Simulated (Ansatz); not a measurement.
**Ag+ with Cl₂: structure and interaction energy**

How do Ag+ and Cl₂ sit together, how strongly do they interact, and which methods get it right?

Program: Ansatz 0.2.0, Gaussian basis. Level of theory: PBE0-D4 structure, single points in def2-TZVPPD. These are calculated values, not measurements.

Levels: PBE-D4, revPBE-D4, BLYP-D4, r2SCAN-D4, B97M-V, PBE0-D4, B3LYP-D4, HSE06-D4, wB97X-V, wB97M-V, B2PLYP, Hartree-Fock, MP2, CCSD, CCSD(T). The reference is CCSD(T) extrapolated to the basis limit. For elements past Ar these valence bases correlate outer-core shells poorly, so that limit is rough.

Cores are frozen in the correlated methods. Filled d shells of the heavier atoms are correlated. Core potentials replace the inner electrons past krypton, and spin-orbit coupling is left out. B3LYP uses VWN-RPA correlation. B2PLYP carries no dispersion term here.

163 further runs of the same task are left out: 163 set aside as unsound or not needed.

## Step 1: The starting structure

The pair, from a GFN2-xTB docking trial: 3 atoms, charge 1, spin multiplicity 1.

Atoms are counted from 1 here; the program's logs count them from 0.

Bond lengths: Ag1–Cl3 2.467 Å, Cl2–Cl3 2.024 Å. Angles: Ag1–Cl3–Cl2 108.2°.

As a file:

```xyz
3
charge 1, multiplicity 1
Ag    0.0813   -0.0760   -1.9593
Cl   -0.6536    0.6114    1.5453
Cl    0.5724   -0.5354    0.4140
```

Atoms 1 to 1 are fragment A (Ag+), the rest fragment B (Cl₂).

## Step 2: A first relaxation in a small basis

File pre/in.yaml:

```yaml
crystal:
  periodic: [false, false, false]
  atoms:
    - {symbol: Ag, position_ang: [0.081300, -0.076000, -1.959300]}
    - {symbol: Cl, position_ang: [-0.653600, 0.611400, 1.545300]}
    - {symbol: Cl, position_ang: [0.572400, -0.535400, 0.414000]}
basis:
  gaussian: {orbitals: def2-SVP}
total_charge: 1
hamiltonian: {xc: pbe, dispersion: d4}
relax: {f_tol: 0.03, max_steps: 250}
```

On the command line:

```console
> ansatz run in.yaml --threads 2 --pin off --events-out ev --progress --plain --max-ram 5222MiB
```

The runs that follow: Relaxation at PBE0-D4; wB97X-V/def2-TZVPPD; wB97M-V/def2-TZVPPD; B2PLYP/def2-TZVPPD; B97M-V/def2-TZVPPD; CCSD(T)/def2-TZVPPD; MP2/def2-QZVPPD; SPW92/def2-SVP; wB97M-V/def2-SVP; CCSD(T)/def2-SVP; Vibrations of the pair.

Before running it: what results should come out? Wanted: interaction energy, CCSD(T)/CBS; of it Hartree-Fock; D4 term of PBE0-D4; shortest contact; lowest wavenumber.

**Answer**, as computed:

```
                        quantity           value
 interaction energy, CCSD(T)/CBS   -76.27 kJ/mol
of it Hartree-Fock (basis limit)   -27.82 kJ/mol
              D4 term of PBE0-D4    -4.65 kJ/mol
                shortest contact  Ag1–Cl3 2.52 Å
               lowest wavenumber         72 cm⁻¹
```

The pair is bound by 76.27 kJ/mol at fixed fragment shapes. Hartree-Fock gives 36 % of it, so electrostatics and correlation both count. The functionals run from HSE06-D4, off by -3.19 kJ/mol, to PBE-D4, off by -20.41 kJ/mol, against CCSD(T)/CBS. Mean unsigned error by rung: GGA 16.40, meta-GGA 12.21, hybrid 4.92, screened hybrid 3.19, range-separated hybrid 5.45, double hybrid 6.77 kJ/mol. PBE-D4 gives an interaction energy 20.41 kJ/mol too low, an error of 27 % of the reference. CCSD(T) moves by -17.10 kJ/mol from triple zeta to the limit; gaps between functionals far smaller than that don't rank them. A lower arrangement may exist.
